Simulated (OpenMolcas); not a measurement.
**Ru²⁺ among point charges: CASSCF and CASPT2 levels and susceptibility**

Aim: the splitting of the states of Ru²⁺ in the field of 2 point charges, its lowest levels with spin-orbit coupling and its magnetic susceptibility.

The numbers are computed with OpenMolcas 26.06 (state-averaged CASSCF and CASPT2, spin-orbit coupling by RASSI with atomic mean-field integrals), except any that are marked as measured or tabulated.

### Step 1. Starting point

```
Species                           : Ru²⁺ (ruthenium, Z = 44, 42 electrons)
Basis                             : ANO-RCC-VDZP [6s5p3d1f], 43 functions
Scalar Hamiltonian                : DKH2, point nucleus
Inactive shells                   : 1s 2s 2p 3s 3p 3d 4s 4p
Active space                      : 6 electrons in 5 orbitals (4d)
Some configurations of this space : 4d⁶
Orbitals                          : optimised for each spin and parity, averaged over all roots
```

Outer shells as boxes (Hund's rule):

4d6
```
4d [↑↓][↑ ][↑ ][↑ ][↑ ]
```

The ion sits among 2 point charges of -2.5 e arranged as a linear pair (D∞h), 2.09 Å from the ion.

The work runs as a chain of OpenMolcas steps in one folder; each step below is one input file. Labels, J, g values, rates, χT and fits are worked out afterwards by a script from the matrices that RASSI stores. The input lists half of the charges; inversion (Group=XYZ) makes the rest.

### Step 2. One- and two-electron integrals

Input file a.inp:

```
&GATEWAY
Coord
1

Ru 0.0 0.0 0.0
Basis=ANO-RCC-VDZP
Group=XYZ
NoMove
AngMom=0.0 0.0 0.0
AMFI
XField
1 Angstrom 0
0.000000 0.000000 2.090000 -2.500000
&SEWARD
```

Launch:

```
OMP_NUM_THREADS=1 MOLCAS_MEM=1689 MOLCAS_PROJECT=a pymolcas a.inp > a.log
```

### Step 3. Reference wave functions, quintets of even parity, 5 roots

Input file a.inp:

```
&RASSCF
FileOrb=start.orb
Symmetry=1
Spin=5
nActEl=6 0 0
Inactive=9 9
Ras2=5 0
CIRoot=5 5 1
SDav=5
CIMx=300
Iter=120 100
PrWF=0.3
OrbListing=Nothing
MaxOrb=0
>>> COPY $Project.JobIph JOB001
```

start.orb holds the contracted functions of the basis, ordered by shell, or the orbitals of the step before.

### Step 4. Reference wave functions, triplets of even parity, 45 roots

Input file a.inp:

```
&RASSCF
FileOrb=start.orb
Symmetry=1
Spin=3
nActEl=6 0 0
Inactive=9 9
Ras2=5 0
CIRoot=45 45 1
SDav=45
CIMx=300
Iter=120 100
PrWF=0.3
OrbListing=Nothing
MaxOrb=0
>>> COPY $Project.JobIph JOB002
```

### Step 5. CASSCF: singlets of even parity, 50 roots

Input file a.inp:

```
&RASSCF
FileOrb=start.orb
Symmetry=1
Spin=1
nActEl=6 0 0
Inactive=9 9
Ras2=5 0
CIRoot=50 50 1
SDav=50
CIMx=300
Iter=120 100
PrWF=0.3
OrbListing=Nothing
MaxOrb=0
>>> COPY $Project.JobIph JOB003
```

### Step 6. RASSI: spin-orbit coupling between the states

Input file a.inp:

```
&RASSI
NrOfJobIphs=3 5 45 50
1 2 3 4 5
1 2 3 4 5 6 7 8 9 10 11 12 13 14 15 16 17 18 19 20 21 22 23 24 25 26 27
28 29 30 31 32 33 34 35 36 37 38 39 40 41 42 43 44 45
1 2 3 4 5 6 7 8 9 10 11 12 13 14 15 16 17 18 19 20 21 22 23 24 25 26 27
28 29 30 31 32 33 34 35 36 37 38 39 40 41 42 43 44 45 46 47 48 49 50
IphNames
JOB001
JOB002
JOB003
EJob
SpinOrbit
DIPRint=1.0
SOCoupling=1000.0
Subsets=2
Property=9
'ANGMOM' 1 'ANGMOM' 2 'ANGMOM' 3 'MLTPL  1' 1 'MLTPL  1' 2 'MLTPL  1' 3
'AMFI' 1 'AMFI' 2 'AMFI' 3
SOProperty=3
'ANGMOM' 1 'ANGMOM' 2 'ANGMOM' 3
```

### Step 7. CASPT2: IPEA 0.25, imaginary shift 0.1 (closed shells correlated: 4s 4p)

Input file a.inp:

```
>>> COPY JOB001 $Project.JobIph
&CASPT2
Multistate=5 1 2 3 4 5
NoMult
Frozen=8 6
IPEA=0.25
Imaginary=0.1
MaxIter=60
WThr=0.0 0.3 0.05
PrWF=0.5
NoMix
>>> COPY JOB002 $Project.JobIph
&CASPT2
Multistate=45 1 2 3 4 5 6 7 8 9 10 11 12 13 14 15 16 17 18 19 20 21 22
23 24 25 26 27 28 29 30 31 32 33 34 35 36 37 38 39 40 41 42 43 44 45
NoMult
Frozen=8 6
IPEA=0.25
Imaginary=0.1
MaxIter=60
WThr=0.0 0.3 0.05
PrWF=0.5
NoMix
>>> COPY JOB003 $Project.JobIph
&CASPT2
Multistate=50 1 2 3 4 5 6 7 8 9 10 11 12 13 14 15 16 17 18 19 20 21 22
23 24 25 26 27 28 29 30 31 32 33 34 35 36 37 38 39 40 41 42 43 44 45 46
47 48 49 50
NoMult
Frozen=8 6
IPEA=0.25
Imaginary=0.1
MaxIter=60
WThr=0.0 0.3 0.05
PrWF=0.5
NoMix
```

(Steps that only read results are left out.)

Before running it: what results should come out? Wanted: spin-free ground state; first state of the same spin within the active space; lowest level; next level.

As calculated:

| quantity | value |
| --- | --- |
| method | SS-CASPT2, IPEA 0.25, imaginary shift 0.1 (closed shells correlated: 4s 4p) |
| spin-free ground state | 5Delta, 2-fold in its orbital part |
| first state of the same spin within the active space | 5Sigma at 9960 cm⁻¹ |
| lowest level | 2-fold, g = 0.00, 0.00, 11.99 |
| next level | 517.1 cm⁻¹ |
| χT at 300 K | 5.08 cm³ K/mol |
| effective moment at 300 K | 6.37 μB |

Cost by method:

| method | time of its own steps | time with the reference |
| --- | --- | --- |
| A. CASSCF | 17 s | 17 s |
| B. SS-CASPT2, IPEA 0.25, imaginary shift 0.1, +4s 4p | 4 s | 21 s |

Times are of one thread on a shared host.

**Reading.** The spin-free ground state (5Delta) comes to 100 % from free-ion D terms and keeps the highest spin of the shell. χT at 300 K is 5.08, against 3.01 cm³ K/mol for the spin alone, so orbital moment adds to it. An active space of the d shell alone favours high spin; real ions in strong fields can be low spin. CASPT2 does not keep the components of a term degenerate, and the means are used. The field of point charges can differ much from that of real complexes. With metal d orbitals alone active, the gaps between spin states are rough; where two lie within a few thousand cm-1, their order is open. This is an electrostatic model: the charges have no orbitals.
